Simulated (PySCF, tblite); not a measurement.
**C5H7N3: geometry, infrared bands and NMR shifts**

Aim: predict the infrared bands and NMR shifts of C5H7N3 (`CCc1ccnnn1`).

The runs use tblite 0.8.0 and PySCF 2.14.0, with density-fitted response routines of our own; the level of theory stands in each step. All values are computed, except where a source is named. Atoms count from 0, in the outputs and in this text.

## Step 1: The molecule as given

15 atoms, charge 0, multiplicity 1; geometry from: force field or distance geometry start.

Bonds of the start (Å): C0–C1 1.52, C1–C2 1.51, C2–C3 1.36, C3–C4 1.39, C4–N5 1.35, N5–N6 1.30, N6–N7 1.33, N7–C2 1.35, C0–H8 1.12, C0–H9 1.11, C0–H10 1.10, C1–H11 1.12, C1–H12 1.11, C3–H13 1.08, C4–H14 1.09.

## Step 2: Geometry optimisation with GFN2-xTB

The job: settings as JSON, then the geometry in Å.

```
{"job": {"kind": "relax", "xc": "GFN2-xTB", "basis": "xTB"}, "charge": 0, "multiplicity": 1}
C     -1.927700     0.581700    -0.364900
C     -1.267600    -0.689900     0.145600
C      0.201400    -0.470000    -0.128500
C      0.930100     0.151800     0.836100
C      2.279400     0.354000     0.585300
N      2.756600    -0.052300    -0.614400
N      2.051800    -0.631900    -1.545600
N      0.757600    -0.843000    -1.301400
H     -1.360100     0.864300    -1.282700
H     -3.013100     0.428700    -0.538800
H     -1.714000     1.367900     0.381400
H     -1.667600    -1.488200    -0.525200
H     -1.445300    -0.865000     1.225300
H      0.502700     0.452000     1.780500
H      2.911600     0.847800     1.325400
```

On the command line:

```console
> OMP_NUM_THREADS=1 python probes_run.py task.json out
```

This one command runs all jobs of the session in turn.

**Question.** This job is followed by: GFN2-xTB harmonic vibrations, gas phase; GIAO PBE0/pcSseg-1 NMR shielding, non-relativistic, gas phase. Predict these results of the whole session: strongest single infrared mode (GFN2-xTB); zero-point energy (GFN2-xTB); 13C shifts against TMS (PBE0/pcSseg-1); 1H shifts against TMS (PBE0/pcSseg-1, means over atoms taken as alike); 15N shifts against NH3 (PBE0/pcSseg-1).

**Answer**, as computed:

```
                                                              quantity                                value
                             strongest single infrared mode (GFN2-xTB)                1515 cm⁻¹, 148 km/mol
                                          zero-point energy (GFN2-xTB)                        73.2 kcal/mol
                                13C shifts against TMS (PBE0/pcSseg-1)  169.0, 153.2, 121.9, 35.2, 19.9 ppm
1H shifts against TMS (PBE0/pcSseg-1, means over atoms taken as alike)           9.15, 7.19, 3.08, 1.38 ppm
                                15N shifts against NH3 (PBE0/pcSseg-1)              540.7, 435.2, 432.5 ppm
```

Relaxing lowered the energy by 0.489 eV in 57 steps; the close pair that moved most is N6–N7, from 1.334 to 1.288 Å. No mode is imaginary among the 39: a minimum at this level. The strongest single mode, at 1515 cm⁻¹, is spread over several atoms, C3, C2, C4 among them. Unscaled tight-binding wavenumbers are off by several per cent, some by more. Its intensities can rank the bands wrongly. At PBE0/pcSseg-1: The largest span, 973 ppm, is at N6, where the paramagnetic term is -584 ppm. NICS(1)zz of -28 ppm above the planar ring from C2 marks a diatropic (aromatic) ring current.
